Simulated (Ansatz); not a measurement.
Ba2Tl5V3O12:

```xyz
22
Lattice="6.4899 -6.6769 -0.0476 6.4899 6.6769 -0.0476 -1.9674 0.0000 5.7522" Properties=species:S:1:pos:R:3 pbc="T T T"
Ba    6.4899    0.2782   -0.0476
Ba    6.4899   -3.9079   -0.0476
V     9.8970    1.9304    1.4039
V     1.1155    1.9304    4.2530
V     5.5062   -0.9938    2.8285
Tl    7.5378    2.3899    3.6011
Tl    3.4747    2.3899    2.0558
Tl    5.5062    6.4755    2.8285
Tl    2.4016   -1.2210    1.2385
Tl    8.6109   -1.2210    4.4184
O     0.8627    1.7317    2.5341
O     6.4815    0.0639    3.8372
O     7.0413   -3.2392    4.8045
O     8.1926    1.8299    1.1215
O     6.5476   -1.8120    1.7511
O     0.1757    0.7388    5.0824
O     4.4649   -1.8120    3.9058
O    10.8367    0.7388    0.5745
O     3.9711   -3.2392    0.8524
O     2.8198    1.8299    4.5354
O    10.1497    1.7317    3.1228
O     4.5309    0.0639    1.8197
```

The cell was built by a generator and needn't be a form met in nature.

Base run:

```yaml
Program: Ansatz 0.2.0
Functional: LDA
Potentials_or_basis: all-electron LAPW, scalar-relativistic
Cutoff: 482 eV
Density_cutoff: 1926 eV
Basis_error_allowed: 0.003 eV/atom
k_mesh: 2 × 2 × 4
Occupations: fermi-dirac, width 0.05 eV
Spin: collinear spin, ferromagnetic start
Starting_moments: "[0.0, 0.0, 2.0, 2.0, 2.0, 0.0, 0.0, 0.0, 0.0, 0.0, 0.0, 0.0, 0.0, 0.0, 0.0, 0.0, 0.0, 0.0, 0.0, 0.0, 0.0, 0.0] μB"
```

Its results: band gap on the k mesh 2.80 eV, indirect (least direct gap 2.85 eV); pressure -5.0 GPa; net moment 0.00 μB per cell; largest force 0.595 eV/Å.

**Question.** The run is repeated on the same cell with these changes: functional from LDA to revPBE. What comes out?

**Answer.** Band gap on the k mesh 3.00 eV, indirect (least direct gap 3.04 eV); pressure 1.7 GPa; net moment 0.00 μB per cell; largest force 0.139 eV/Å.

revPBE binds less tightly than LDA, so the same cell stands under more pressure.

Caveats: spin-orbit coupling is left out, which as a rule narrows the gap of such compounds by several tenths of an eV.

A k mesh can miss the band edges.

Not every run made on this cell is shown here.
